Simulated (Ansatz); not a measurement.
# One shape, several levels: InH2F (SMILES [F][InH2])

Wanted: a comparison of 6 runs (UHF/STO-3G, BLYP/STO-3G, CAM-B3LYP/STO-3G, PBE0/STO-3G, BCCD(T)/STO-3G, CCSD/STO-3G) of InH2F. 

Program for the calculation: Ansatz 0.2.0.

57 further runs of the same task are left out: 3 that didn't finish, 54 set aside as unsound or not needed.

## 1. The structure to begin with

The species is InH2F (4 atoms), meant as a singlet with charge 0. As SMILES, `[F][InH2]`. The In2–F1 distance was set to 3.922 Å, away from the relaxed value. At this shape a bond of the SMILES string is far longer than usual.

Bond lengths: In2–H3 1.702 Å, In2–H4 1.702 Å. Angles: H3–In2–H4 139.2°.

## 2. A single-point energy at UHF/STO-3G (run 1)

Input file job.yaml:

```yaml
crystal:
  periodic: [false, false, false]
  atoms:
    - {symbol: F, position_ang: [-3.458005, -1.311102, 0.403501]}
    - {symbol: In, position_ang: [0.194400, 0.052300, -0.026300]}
    - {symbol: H, position_ang: [1.304300, -0.965100, 0.767900]}
    - {symbol: H, position_ang: [0.188600, 1.481900, -0.950400]}
basis:
  gaussian:
    orbitals: STO-3G
total_charge: 0
magnetization:
  spin_polarized: true
hamiltonian:
  xc: hf
accuracy: high
```

Started as:

```console
$ ansatz run job.yaml --threads 1 --pin off --max-ram 2610MiB --events-out events.jsonl --progress --plain --runs-dir runs
```

Log:

```text
Warning: RAYON_NUM_THREADS=1 ignored (pool sized by the plan → 1); use --threads N
Functional definition: HF
  name "HF"
  exchange = exact_x
  correlation = 0
581 factors; integrals over basis functions are off by at most 3.3e-8 eV
mean field evaluation 1: about -157325.0275 eV, gradient 5.7e0 eV
mean field evaluation 2: about -157325.0325 eV, gradient 5.6e0 eV
mean field evaluation 4: about -157325.4679 eV, gradient 2.9e0 eV
mean field evaluation 8: about -157325.3930 eV, gradient 2.8e0 eV
mean field evaluation 16: about -157318.1845 eV, gradient 3.7e1 eV
mean field evaluation 32: about -157325.5363 eV, gradient 3.5e0 eV
mean field evaluation 64: about -157334.7028 eV, gradient 2.1e-1 eV
mean field evaluation 96: about -157334.7107 eV, gradient 2.8e-1 eV
mean field evaluation 128: about -157334.6892 eV, gradient 6.5e-1 eV
mean field evaluation 160: about -157334.7164 eV, gradient 5.9e-3 eV
mean field evaluation 192: about -157329.2786 eV, gradient 7.4e0 eV
mean field evaluation 224: about -157334.1928 eV, gradient 6.3e0 eV
mean field -157334.71649228 eV, -5781.9441857900 hartree, gradient 3.9e-8 eV, S^2 0.998550; 5 other end points of the search recorded, 0 dependent functions left out
reference -157334.71649228 eV, -5781.9441857900 hartree; 30, 30 occupied and 4, 4 virtual orbitals, 581 factors
Total energy: -157334.71649228 eV, -5781.9441857900 hartree
```

Wall time 1.9 s (1 thread of Arm Neoverse V2, shared host); peak memory 0.1 GiB.

## 3. A single-point energy at BLYP/STO-3G (run 2)

Input file molecule.yaml:

```yaml
crystal:
  periodic: [false, false, false]
  atoms:
    - symbol: F
      position_ang: [-3.458005, -1.311102, 0.403501]
    - symbol: In
      position_ang: [0.194400, 0.052300, -0.026300]
    - symbol: H
      position_ang: [1.304300, -0.965100, 0.767900]
    - symbol: H
      position_ang: [0.188600, 1.481900, -0.950400]
basis:
  gaussian:
    orbitals: STO-3G
hamiltonian:
  xc: {name: BLYP}
accuracy: high
```

Started as:

```console
$ ansatz run molecule.yaml --threads 1 --pin off --max-ram 2610MiB --events-out events.jsonl --progress --plain --runs-dir runs
```

Log, cut to the lines that bear on the results:

```text
Warning: RAYON_NUM_THREADS=1 ignored (pool sized by the plan → 1); use --threads N
Functional definition: BLYP
  name "BLYP"
[...]
581 factors; integrals over basis functions are off by at most 3.3e-8 eV
[...]
mean field -157391.64677137 eV, -5784.0363349579 hartree, gradient 5.9e-9 eV, S^2 0.000000; 8 other end points of the search recorded, 0 dependent functions left out
reference -157391.64680774 eV, -5784.0363362944 hartree; 30, 30 occupied and 4, 4 virtual orbitals, 581 factors
Total energy: -157391.64680774 eV, -5784.0363362944 hartree
```

Run time: 3.3 s. Hardware: 1 thread of Arm Neoverse V2, shared host; peak memory 0.098 GiB.

Runs 3 to 5 aren't shown in full; the table further down has their settings and results.

## 4. The energy at CCSD/STO-3G (run 6)

Input file input.yaml:

```yaml
crystal:
  periodic: [false, false, false]
  atoms:
    - {symbol: F, position_ang: [-3.458005, -1.311102, 0.403501]}
    - {symbol: In, position_ang: [0.194400, 0.052300, -0.026300]}
    - {symbol: H, position_ang: [1.304300, -0.965100, 0.767900]}
    - {symbol: H, position_ang: [0.188600, 1.481900, -0.950400]}
basis:
  gaussian: {orbitals: STO-3G}
correlation: {method: ccsd, frozen_orbitals: {F: 1, H: 0, In: 18}}
accuracy: high
scf: {omitted_lower_state_checks: [cluster_reference, increment]}
```

Started as:

```console
$ ansatz run input.yaml --threads 1 --pin off --max-ram 2610MiB --events-out events.jsonl --progress --plain --runs-dir runs
```

Log:

```text
Warning: RAYON_NUM_THREADS=1 ignored (pool sized by the plan → 1); use --threads N
[... 14 lines left out ...]
19 core orbitals not correlated: weight in the atoms' cores, before any rotation towards them, 1.000 or more for the frozen orbitals, at most 0.000 for the correlated occupied ones
[... 52 lines left out ...]
WARN: these amplitudes may be one of several solutions (largest doubles amplitude 1.01, level shift 14.00 eV)
Total energy: -157335.61821890 eV, -5781.9773236323 hartree
Checks for a lower state left out: cluster_reference, increment
```

Wall time 0.82 s (1 thread of Arm Neoverse V2, shared host).

## 5. All runs side by side

```csv
run,level,frozen core orbitals,energy (Eh),wall time
1,UHF/STO-3G,–,-5781.944186,1.9 s
2,BLYP/STO-3G,–,-5784.036336,3.3 s
3,CAM-B3LYP/STO-3G,–,-5784.295070,2 s
4,PBE0/STO-3G,–,-5783.818929,1.9 s
5,BCCD(T)/STO-3G,19,-5781.983592,0.84 s
6,CCSD/STO-3G,19,-5781.977324,0.82 s
```

## 6. Results

| quantity | value |
| --- | --- |
| run 6: total energy | -5781.97732 Eh |
| run 6: correlation energy (19 core orbitals frozen) | -247.7 mEh |
| run 6: T1 diagnostic | 0.070 |

Below the UHF energy at the same shape and in the same basis (STO-3G): BCCD(T) -39.4 mEh; CCSD -33.1 mEh. Some of these start from another determinant than that one, so these aren't their correlation energies. Totals of different functionals can't be ranked against each other. In run 6 the T1 diagnostic is large, so a single reference may not serve. In runs 5, 6 the log says that unrestricted orbitals would lower the reference, so the values rest on an unstable closed-shell determinant (other closed-shell runs at this shape may share the fault). In runs 1, 2, 3, 4, 5, 6 the basis is minimal, so the values are rough. In runs 1, 2, 3, 4, 5, 6 relativity is left out where basis or elements ask for it. Spin contamination of the reference: run 1 ⟨S²⟩ = 1.00. Where it is this large, the reference is a mixture of spin states, and values that rest on it are in doubt. All runs together took 11 s, the longest 3.3 s.
